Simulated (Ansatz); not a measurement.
Write the native input for Ansatz 0.2.0 that does the following.

- Task: single point
- Functional: PBE
- Potentials or basis: all-electron LAPW, scalar-relativistic
- Cutoff: 420 eV (chosen from the basis error)
- Basis error allowed: 0.002 eV/atom
- k mesh: 4 × 4 × 3
- Occupations: fermi-dirac, width 0.05 eV
- Spin: no spin polarisation

Hf2Pd2Se2Br2O3:

```
Hf Pd Se Br O
1.0
     5.76069    0.00496   -0.00286
    -0.52750    5.84664    0.03413
    -1.48435   -0.92642    6.64586
Hf Pd Se Br O
2 2 2 2 3
Cartesian
  3.5658 1.9949 2.3367
  0.5362 2.1009 3.9624
  3.9042 -0.0043 5.6409
  0.4456 4.9498 2.4142
  2.0523 1.4944 6.2402
  2.4066 4.0824 3.5487
  4.1617 5.6554 1.0519
  -0.4152 4.0015 5.7576
  4.5038 1.1491 3.9299
  1.7546 1.0574 2.7229
  -0.4225 3.0696 2.4575
```

The cell was built by a generator and needn't be a form met in nature.

One way to write it, as run:

input.yaml

```yaml
crystal:
  lattice:
    - [5.76069, 0.00496, -0.00286]
    - [-0.5275, 5.84664, 0.03413]
    - [-1.48435, -0.92642, 6.64586]
  atoms:
    - { symbol: Hf, position: [0.7454, 0.39602, 0.34989] }
    - { symbol: Hf, position: [0.28763, 0.45322, 0.59401] }
    - { symbol: Pd, position: [0.90854, 0.13294, 0.84849] }
    - { symbol: Pd, position: [0.25249, 0.90323, 0.35874] }
    - { symbol: Se, position: [0.63469, 0.40355, 0.93716] }
    - { symbol: Se, position: [0.62597, 0.78174, 0.53023] }
    - { symbol: Br, position: [0.85273, 0.99089, 0.15355] }
    - { symbol: Br, position: [0.22526, 0.82084, 0.86223] }
    - { symbol: O, position: [0.9604, 0.28925, 0.59026] }
    - { symbol: O, position: [0.43233, 0.24524, 0.40864] }
    - { symbol: O, position: [0.07457, 0.58308, 0.36682] }
kpoints:
  mp_grid: { grid: [4, 4, 3] }
scf:
  occupations: { method: fermi_dirac, width: 0.05 }
hamiltonian:
  xc: pbe
  pseudopotentials: { kind: all_electron, lapw: { basis_error: 0.002 } }
output:
  forces: true
  stress: true
  eigenvalues: true
```

Potentials or basis: all-electron LAPW, scalar-relativistic.

Launch:

```console
$ ansatz run input.yaml --threads 8 --pin off --max-ram 24576MiB --backend cpu --events-out ev --progress --plain --runs-dir out
```

Results of the run:

* Pressure: 0.0 GPa
* Largest force: 0.010 eV/Å
* Band gap on the k mesh: 0.22 eV, indirect (least direct gap 0.35 eV)

Caveat: spin-orbit coupling is left out, which moves the levels of the heavy elements; an odd mesh through Γ misses points on the zone boundary, where band edges often lie.

It took 62 s on 8 threads of AMD EPYC 9R45 96-Core Processor (Zen 5), on a shared host, peak memory 4.2 GiB.
